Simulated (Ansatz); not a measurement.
**C₂H₇FSSi: how energies converge with the basis set**

The task here is to estimate one member of a computed series from the others.

Program: Ansatz 0.2.0, Gaussian basis. Level of theory: one geometry, several basis sets. These are calculated values, not measurements.

Plan: PBE0-D4/def2-SVP; ωB97M-V/def2-SVP; PBE0-D4/def2-QZVPP; ωB97M-V/def2-QZVPP; the functionals' def2-TZVPP values are taken from earlier runs.

### The geometry

An earlier PBE0-D4 in a triple-zeta def2 set relaxation fixed the geometry.

SMILES `C[SiH](S)CF`, 12 atoms, charge 0, spin multiplicity 1.

Atoms are counted from 1 here; the program's logs count them from 0.

Bond lengths: C1–Si2 1.861 Å, C1–H6 1.092 Å, C1–H7 1.093 Å, C1–H8 1.093 Å, Si2–S3 2.143 Å, Si2–C4 1.894 Å, Si2–H9 1.485 Å, S3–H10 1.344 Å, C4–F5 1.395 Å, C4–H11 1.095 Å, C4–H12 1.096 Å. Angles: Si2–C1–H6 110.9°, Si2–C1–H7 111.0°, Si2–C1–H8 109.8°, H6–C1–H7 108.3°, H6–C1–H8 108.7°, H7–C1–H8 108.1°, C1–Si2–S3 113.2°, C1–Si2–C4 110.1°, C1–Si2–H9 111.7°, S3–Si2–C4 108.2°, S3–Si2–H9 104.0°, C4–Si2–H9 109.5°, Si2–S3–H10 94.6°, Si2–C4–F5 110.0°, Si2–C4–H11 111.3°, Si2–C4–H12 111.3°, F5–C4–H11 108.4°, F5–C4–H12 108.0° and more.

The first run:

File in.yaml:

```yaml
crystal:
  periodic: [false, false, false]
  atoms:
    - {symbol: C, position_ang: [-1.406874, 0.521575, 0.594125]}
    - {symbol: Si, position_ang: [0.331231, 0.584216, -0.066961]}
    - {symbol: S, position_ang: [1.817486, 0.673771, 1.474671]}
    - {symbol: C, position_ang: [0.676626, -0.943461, -1.132001]}
    - {symbol: F, position_ang: [-0.307878, -1.075794, -2.110906]}
    - {symbol: H, position_ang: [-1.638421, 1.421907, 1.166114]}
    - {symbol: H, position_ang: [-1.546327, -0.344418, 1.245872]}
    - {symbol: H, position_ang: [-2.115512, 0.440026, -0.234206]}
    - {symbol: H, position_ang: [0.570103, 1.811663, -0.868173]}
    - {symbol: H, position_ang: [1.368449, -0.415959, 2.121149]}
    - {symbol: H, position_ang: [1.649405, -0.871199, -1.628488]}
    - {symbol: H, position_ang: [0.678713, -1.857428, -0.526998]}
basis:
  gaussian: {orbitals: def2-SVP}
hamiltonian: {xc: pbe0, dispersion: d4}
output: {orbitals: {seedname: orbitals}}
```

Steps of the session up to this table: PBE0-D4 in def2-SVP; ωB97M-V in def2-SVP; PBE0-D4 in def2-QZVPP; ωB97M-V in def2-QZVPP.

One of the session's tables, all rows but one given; the rest of the session is left out.

It belongs to the step «Density functionals: the series». 

```
functional       basis  HOMO (eV)  LUMO (eV)
   PBE0-D4    def2-SVP      -7.32       0.80
   PBE0-D4  def2-TZVPP      -7.46       0.31
   PBE0-D4  def2-QZVPP      -7.50       0.04
   ωB97M-V    def2-SVP      -9.50       2.67
   ωB97M-V  def2-TZVPP      -9.67       1.99
   ωB97M-V  def2-QZVPP          ?          ?
```

**Question.** Estimate the row for ωB97M-V, def2-QZVPP.

**Answer.** HOMO (eV): -9.71; LUMO (eV): 1.42. In the column «HOMO (eV)» it is the lowest.
